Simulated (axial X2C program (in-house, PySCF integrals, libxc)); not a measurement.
**SeCO⁺: bond lengths and stretches, held linear**

The task here is to estimate one member of a computed series from the others.

The runs use an in-house X2C program for linear molecules on PySCF integrals; all-electron X2C, two-component (2c) or spin-free, Se dyall-v3z, C dyall-v3z, O dyall-av3z.

All values are calculated.

2 further runs of the same task are left out: 2 set aside as unsound or not needed.

The first run:

Contents of task.json:

```json
{"zs": [34, 6, 8], "q": 1, "bas": ["dyall-v3z", "dyall-v3z", "dyall-av3z"], "r0": [1.86, 1.13], "symm": 0, "scan": ["PBE0", "HF", "TPSSh"], "levels": ["PBE0", "HF", "TPSSh"], "nst": 2}
```

Keys: zs atomic numbers; q charge; bas basis sets; r0 starting distance in Å; symm equal bonds; scan levels of the two-bond scan; levels methods; nst determinants followed.

Started as:

```console
python solin.py task.json out
```

Masses Se 79.917, C 12.000, O 15.995 u.

Steps of the session up to this table: Scan at PBE0, 2c; Scan at HF, 2c; Scan at TPSSh, 2c.

One table of the session follows, with a row left open; its other results are not shown here.

| level | r(Se–C) (Å) | r(C–O) (Å) | lower stretch (cm⁻¹) | upper stretch (cm⁻¹) |
| --- | --- | --- | --- | --- |
| PBE0, 2c | 1.791 | 1.123 | 536.9 | 2225.5 |
| HF, 2c | 1.861 | 1.089 | 411.7 | 2432.6 |
| TPSSh, 2c | 1.793 | 1.131 | 530.7 | 2158.3 |
| PBE0, spin-free | ? | ? | ? | ? |
| HF, spin-free | 1.855 | 1.089 | 423.1 | 2431.1 |
| TPSSh, spin-free | 1.790 | 1.131 | 534.8 | 2154.4 |

Q: Estimate the row for PBE0, spin-free from the others.

**Answer.** r(Se–C) (Å): 1.788; r(C–O) (Å): 1.123; lower stretch (cm⁻¹): 541.1; upper stretch (cm⁻¹): 2222.4. In the column «r(Se–C) (Å)» it is the lowest.

Scans not shown above were run alike.

The levels spread by more than a fifth in the stretches, which depend strongly on the method. The molecule was held linear; bending was not examined, so a bent shape may lie lower. Note: functional without a current term on a determinant with orbital currents, of the molecule or an atom.
